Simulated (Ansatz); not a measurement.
**SbH (singlet): the correlation ladder at distance Sb1–H2 = 2.700 Å, def2-SVP**

One table from this session's results is given with a row withheld; the runs are named, their logs left out.

Method: def2-SVP, core rule «outside noble gas», up to 9 orbitals frozen; program: Ansatz 0.2.0, Gaussian basis.

The runs, in order: UHF; CCSD(T) on RHF; CCSD(T) on UHF; BCCD(T) on RHF; CISD; CCSDT(Q) on RHF; CCSDT(Q) on UHF; CISDTQ; CCSDTQ on RHF; CASSCF and MRCISD+Q, 2 electrons in 2 orbitals; CASSCF and NEVPT2, 2 electrons in 2 orbitals; CASSCF and MRCISD+Q, 6 electrons in 5 orbitals; CASSCF and NEVPT2, 6 electrons in 5 orbitals; Full CI.

22 further runs of the same task are left out: 18 that didn't finish, 4 set aside as unsound or not needed.

## The geometry

The geometry derives from a PBE0/def2-TZVP stationary point (not a proven minimum). One bond is set to the value named and the two fragments are kept rigid. No spin-orbit coupling is included. Elements past krypton take def2 core potentials.

2 atoms, charge 0, spin multiplicity 1.

Atoms are counted from 1 here; the program's logs count them from 0.

No contacts short enough for the rule that draws bonds.

As a file:

```mol
HSb
  3D, bonds by distance, orders not assigned

  2  0  0  0  0  0  0  0  0  0999 V2000
    0.0000    0.0000    0.0000 Sb  0  0
    0.0000    0.0000    2.7000 H   0  0
M  END
```

The first run:

Contents of in.yaml:

```yaml
crystal:
  periodic: [false, false, false]
  atoms:
    - {symbol: Sb, position_ang: [0.000000, 0.000000, 0.000000]}
    - {symbol: H, position_ang: [0.000000, 0.000000, 2.700000]}
basis:
  gaussian: {orbitals: def2-SVP}
magnetization: {spin_polarized: true, initial_magnetization: 0}
hamiltonian: {xc: hf}
output: {orbitals: {seedname: orbitals}}
```

Launch:

```console
$ ansatz run in.yaml --threads 1 --pin off --events-out ev --progress --plain --max-ram 2393MiB
```

Steps of the session up to this table: UHF; CCSD(T) on RHF; CCSD(T) on UHF; BCCD(T) on RHF; CISD; CCSDT(Q) on RHF; CCSDT(Q) on UHF; CISDTQ; CCSDTQ on RHF; CASSCF and MRCISD+Q, 2 electrons in 2 orbitals; CASSCF and NEVPT2, 2 electrons in 2 orbitals; CASSCF and MRCISD+Q, 6 electrons in 5 orbitals; CASSCF and NEVPT2, 6 electrons in 5 orbitals; Full CI.

One table of the session follows, with a row left open; its other results are not shown here.

It belongs to the step «Misses and costs». 

| method | from FCI (meV) |
| --- | --- |
| RHF | +3716.9 |
| RMP2 | +1456.9 |
| CISD | +664.3 |
| RCCSD | +332.3 |
| RCCSD(T) | +117.7 |
| BCCD(T) | +119.8 |
| RCCSDT | +12.3 |
| CISDTQ | +45.9 |
| RCCSDT(Q) | ? |
| RCCSDTQ | +0.8 |
| CASSCF valence | +1812.2 |
| NEVPT2 valence | +422.6 |
| MRCISD valence | +58.2 |
| MRCISD+Q valence | -32.2 |
| FCI | 0 |

Estimate the missing values for RCCSDT(Q).

**Answer.** from FCI (meV): -5.6. In the column «from FCI (meV)» it lies between MRCISD+Q valence (-32.2) and FCI (0).

Not comparable, so not listed: CASSCF and MRCISD+Q, 2 electrons in 2 orbitals (they don't share determinant, frozen orbitals or solution with the rows shown, or repeat one).

Limits of these values: The report flags that the cluster equations may have other roots. Left out of the table: CASSCF pair, NEVPT2 pair (the active space lost an orbital or holds another state than full CI finds). Left out of the table: UHF, UMP2, UCCSD, UCCSD(T), UCCSDT, UCCSDT(Q) (another determinant or state than the rows shown). The program flags RCCSDT(Q), RCCSDTQ as in doubt, so those rows may rest on another solution; read them beside their warnings. RCCSDT(Q), MRCISD+Q valence fall below full CI, which methods that aren't variational can do. Warnings in the runs' records: passed over end.
